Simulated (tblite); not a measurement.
# C5H11NOSi: the cost of one run

Computed with tblite 0.8.0 and PySCF 2.14.0, with density-fitted response routines of our own, on a single molecule in the gas phase. Atoms are numbered from 0 throughout.

## 1. Starting geometry

19 atoms, charge 0, multiplicity 1; geometry from: force field or distance geometry start.

Bonds of the start (Å): C0–C1 1.22, C1–Si2 1.82, Si2–C3 1.88, Si2–N4 1.76, Si2–C5 1.85, C5–O6 1.40, O6–C7 1.42, C0–H8 1.07, C3–H9 1.09, C3–H10 1.11, C3–H11 1.11, N4–H12 1.01, N4–H13 1.01, C5–H14 1.09, C5–H15 1.14, C7–H16 1.13, C7–H17 1.10, C7–H18 1.11.

## 2. Relaxing the molecule with GFN2-xTB

What the job is given:

```
{"job": {"kind": "relax", "xc": "GFN2-xTB", "basis": "xTB"}, "charge": 0, "multiplicity": 1}
C     -2.769600    -1.477300     1.595900
C     -2.016500    -0.899500     0.822500
Si    -0.853200    -0.069600    -0.299900
C     -1.114300     1.778600    -0.050900
N     -1.212600    -0.615100    -1.932200
C      0.854400    -0.482800     0.263500
O      1.738000     0.587800     0.088500
C      2.983700     0.114700     0.570300
H     -3.452200    -1.975800     2.252200
H     -0.744600     2.297100    -0.939400
H     -0.544000     2.134600     0.833800
H     -2.200800     1.945900     0.126900
H     -0.470900    -0.529500    -2.615500
H     -2.176000    -0.603600    -2.250200
H      1.237200    -1.400500    -0.171500
H      0.826500    -0.667600     1.387800
H      3.224700    -0.780100    -0.074100
H      3.766700     0.869500     0.436000
H      2.913600    -0.217500     1.628700
```

The run is started by

```console
> OMP_NUM_THREADS=1 python probes_run.py task.json out
```

This one command runs all jobs of the session in turn.

**Question.** How long does this first job take on 1 thread of Intel Xeon at 2.50GHz, shared host, and how much memory does it need?

About 4.2 s, with a peak of 0.18 GiB.
